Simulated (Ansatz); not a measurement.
**H₅OSbSeSi: one species, many methods**

An exercise on one series of results from a longer session: the logs are not shown, and one member is left open.

Method: functionals in def2-TZVPP, the program's frozen cores in correlated methods; program: Ansatz 0.2.0, Gaussian basis.

The runs, in order: LDA (SPW92), PBE-D4, revPBE-D4, BLYP-D4, r2SCAN-D4, B97M-V, PBE0-D4, B3LYP-D4, r2SCANh-D4, r2SCAN0-D4, HSE06-D4, BHLYP-D4, CAM-B3LYP-D4, LC-ωPBE, ωB97X-V, ωB97M-V, B2PLYP, PBE-QIDH; CCSD(T)/def2-SVP; CCSD(T)/def2-TZVPP; MP2/def2-QZVPP; extrapolation to the limit; RPA on PBE.

1 further run of the same task is left out (for a known fault of the program). Runs told in other sessions of the task aren't counted.

## Structure used throughout

The geometry comes from an earlier relaxation with PBE0-D4 in a triple-zeta def2 set; it is a stationary point, not always the lowest conformer. Sb takes the def2 core potential; no spin-orbit term is included.

SMILES `[OH][SbH][SiH2][SeH]`, 9 atoms, charge 0, spin multiplicity 1.

Atoms are counted from 1 here; the program's logs count them from 0.

Bond lengths: O1–Sb2 1.991 Å, O1–H5 0.961 Å, Sb2–Si3 2.594 Å, Sb2–H6 1.711 Å, Si3–Se4 2.272 Å, Si3–H7 1.487 Å, Si3–H8 1.489 Å, Se4–H9 1.479 Å. Angles: Sb2–O1–H5 110.2°, O1–Sb2–Si3 92.3°, O1–Sb2–H6 93.1°, Si3–Sb2–H6 89.9°, Sb2–Si3–Se4 106.7°, Sb2–Si3–H7 110.4°, Sb2–Si3–H8 109.9°, Se4–Si3–H7 110.1°, Se4–Si3–H8 112.3°, H7–Si3–H8 107.5°, Si3–Se4–H9 90.1°.

Set-up of the first run:

File in.yaml:

```yaml
crystal:
  periodic: [false, false, false]
  atoms:
    - {symbol: O, position_ang: [-0.975011, 1.274464, -1.090890]}
    - {symbol: Sb, position_ang: [0.924142, 0.698043, -1.250691]}
    - {symbol: Si, position_ang: [0.625773, -1.149778, 0.545500]}
    - {symbol: Se, position_ang: [-1.184684, -0.566786, 1.787452]}
    - {symbol: H, position_ang: [-1.385309, 1.311641, -1.958816]}
    - {symbol: H, position_ang: [1.452378, 1.784327, -0.039147]}
    - {symbol: H, position_ang: [1.832857, -1.231066, 1.410526]}
    - {symbol: H, position_ang: [0.455629, -2.473994, -0.113062]}
    - {symbol: H, position_ang: [-1.657273, 0.306949, 0.692029]}
basis:
  gaussian: {orbitals: def2-TZVPP}
hamiltonian: {xc: lda}
output: {orbitals: {seedname: orbitals}}
```

On the command line:

```sh
$ ansatz run in.yaml --threads 4 --pin off --events-out ev --progress --plain --max-ram 10444MiB
```

Among the steps run: LDA; PBE-D4 (GGA); revPBE-D4 (GGA); BLYP-D4 (GGA); r2SCAN-D4 (meta-GGA); B97M-V (meta-GGA); B3LYP-D4 (hybrid); r2SCANh-D4 (hybrid); r2SCAN0-D4 (hybrid); HSE06-D4 (hybrid); BHLYP-D4 (hybrid); CAM-B3LYP-D4 (range-separated); LC-ωPBE (range-separated); ωB97X-V (range-separated); ωB97M-V (range-separated); B2PLYP (double hybrid); PBE-QIDH (double hybrid).

One table of the session follows, with a row left open; its other results are not shown here.

It belongs to the step «Frontier levels by functional». 

| functional | HOMO (eV) | LUMO (eV) | gap (eV) |
| --- | --- | --- | --- |
| LDA (SPW92) | -5.76 | -2.66 | 3.10 |
| PBE-D4 | -5.63 | -2.43 | 3.20 |
| revPBE-D4 | -5.58 | -2.33 | 3.25 |
| BLYP-D4 | -5.45 | -2.32 | 3.13 |
| r2SCAN-D4 | -5.90 | -2.23 | 3.67 |
| B97M-V | -5.96 | -2.29 | 3.67 |
| PBE0-D4 | -6.73 | -1.66 | 5.07 |
| B3LYP-D4 | -6.49 | -1.87 | 4.62 |
| r2SCANh-D4 | -6.30 | -1.96 | 4.35 |
| r2SCAN0-D4 | -6.90 | -1.55 | 5.35 |
| HSE06-D4 | -6.34 | -2.03 | 4.31 |
| BHLYP-D4 | -7.65 | -0.86 | 6.79 |
| CAM-B3LYP-D4 | -7.94 | -0.71 | 7.23 |
| LC-ωPBE | -9.24 | 0.39 | 9.63 |
| ωB97X-V | -8.92 | 0.27 | 9.19 |
| ωB97M-V | ? | ? | ? |

**Question.** Estimate the row for ωB97M-V.

The run gave: HOMO (eV): -8.78; LUMO (eV): 0.06; gap (eV): 8.84. In the column «HOMO (eV)» it lies between ωB97X-V (-8.92) and CAM-B3LYP-D4 (-7.94).
